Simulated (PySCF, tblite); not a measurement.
# C3H8BFS: geometry, infrared bands and NMR shifts

Wanted: the infrared bands and NMR shifts of C3H8BFS (`CCCSBF`), by calculation.

Programs: tblite 0.8.0 and PySCF 2.14.0, with density-fitted response routines of our own. Each step states its level of theory. These are calculated values for one molecule in the gas phase, unless marked as measured. Atoms are numbered from 0 throughout.

### Step 1. Starting geometry

14 atoms, charge 0, multiplicity 1; geometry from: force field or distance geometry start.

Bonds of the start (Å): C0–C1 1.51, C1–C2 1.53, C2–S3 1.80, S3–B4 1.89, B4–F5 1.47, C0–H6 1.11, C0–H7 1.11, C0–H8 1.10, C1–H9 1.13, C1–H10 1.10, C2–H11 1.12, C2–H12 1.12, B4–H13 1.20.

### Step 2. Geometry optimisation with GFN2-xTB

The job: settings as JSON, then the geometry in Å.

```
{"job": {"kind": "relax", "xc": "GFN2-xTB", "basis": "xTB"}, "charge": 0, "multiplicity": 1}
C     -2.039500     0.215500     0.097000
C     -0.726500    -0.520300     0.232300
C      0.145000     0.329600     1.153900
S      1.779600    -0.375000     1.439800
B      2.642300    -0.291400    -0.243400
F      3.084200     1.050900    -0.660000
H     -2.398500     0.115600    -0.951800
H     -2.764100    -0.250300     0.801100
H     -1.898100     1.263000     0.407700
H     -0.924600    -1.540400     0.670700
H     -0.277900    -0.617800    -0.761900
H      0.273100     1.314200     0.641500
H     -0.369300     0.436400     2.144800
H      3.473700    -1.130500    -0.433900
```

Command:

```bash
$ OMP_NUM_THREADS=1 python probes_run.py task.json out
```

The driver reads the jobs from task.json and runs them one after another.

**Question.** This job is followed by: GFN2-xTB harmonic vibrations, gas phase; GIAO PBE0/pcSseg-1 NMR shielding, non-relativistic, gas phase. Predict these results of the whole session: strongest single infrared mode (GFN2-xTB); zero-point energy (GFN2-xTB); ¹³C shifts against TMS (PBE0/pcSseg-1); ¹H shifts against TMS (PBE0/pcSseg-1, means over atoms taken as alike); ³³S shifts against CS2 (PBE0/pcSseg-1); ¹¹B shifts against BF3·OEt2 (PBE0/pcSseg-1); ¹⁹F shifts against CFCl3 (PBE0/pcSseg-1).

As calculated:

| quantity | value |
| --- | --- |
| strongest single infrared mode (GFN2-xTB) | 1206 cm⁻¹, 309 km/mol |
| zero-point energy (GFN2-xTB) | 68.9 kcal/mol |
| ¹³C shifts against TMS (PBE0/pcSseg-1) | 35.1, 31.7, 16.7 ppm |
| ¹H shifts against TMS (PBE0/pcSseg-1, means over atoms taken as alike) | 5.57, 2.62, 1.66, 1.05 ppm |
| ³³S shifts against CS2 (PBE0/pcSseg-1) | 55 ppm |
| ¹¹B shifts against BF3·OEt2 (PBE0/pcSseg-1) | 47.6 ppm |
| ¹⁹F shifts against CFCl3 (PBE0/pcSseg-1) | -48.8 ppm |

**Reading.** The optimisation took 71 steps and gained 1.392 eV; among the close pairs (by a distance rule), B4–F5 changed most, from 1.473 to 1.323 Å. No mode is imaginary among the 36: a minimum at this level. The strongest single mode, at 1206 cm⁻¹, moves mainly B4. GFN2-xTB is a fitted tight-binding method: band positions and strengths are rough. Its intensities can rank the bands wrongly. At PBE0/pcSseg-1: The widest tensor belongs to F5: span 441 ppm, with a paramagnetic part of -254 ppm.
